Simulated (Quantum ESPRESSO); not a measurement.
## TaWC2 under changes of volume

One of the cells (10.916 Å³/atom); the others are scaled copies at fixed shape and fractional positions:

```
CELL_PARAMETERS angstrom
1.57186 0.90751 5.10162
-1.57186 0.90751 5.10162
0.00000 -1.81502 5.10162
ATOMIC_POSITIONS crystal
W 0.00000 0.00000 0.00000
Ta 0.50000 0.50000 0.50000
C 0.25093 0.25093 0.25093
C 0.74907 0.74907 0.74907
```

The cell comes from a database or a generator and needn't be the stable form of this composition.

```yaml
Program: Quantum ESPRESSO 7.5
Functional: PBEsol
Potentials_or_basis: GBRV 1.5 PBEsol
Cutoff: 762 eV
Density_cutoff: 6095 eV
k_mesh: 10 × 10 × 10
Occupations: fermi-dirac, width 0.05 eV
Spin: no spin polarisation
```

```tsv
volume (Å³/atom)	energy over the lowest point (meV/atom)	pressure (GPa)
10.261	11.00	12.3
10.479	?	?
10.698	0.00	-3.7
10.916	9.76	-10.5
11.134	28.31	-16.6
11.353	54.75	-22.1
11.571	88.25	-27.0
```

Problem. What does the run at 10.479 Å³/atom give?

Solution. Energy over the lowest point 0.04 meV/atom; pressure 3.9 GPa.

Worked out: A Birch-Murnaghan fit of order 3 (a polynomial in V^(-2/3)) to the other rows has its minimum at 10.59 Å³/atom with B0 = V·E''(V) = 368 GPa and B' = 4.3 at fixed shape and positions, which overstates the stiffness. It gives 0.04 meV/atom at 10.479 Å³/atom, against the run's 0.04, and -dE/dV = 3.9 GPa, against 3.9.

Energies are extrapolated to zero smearing.
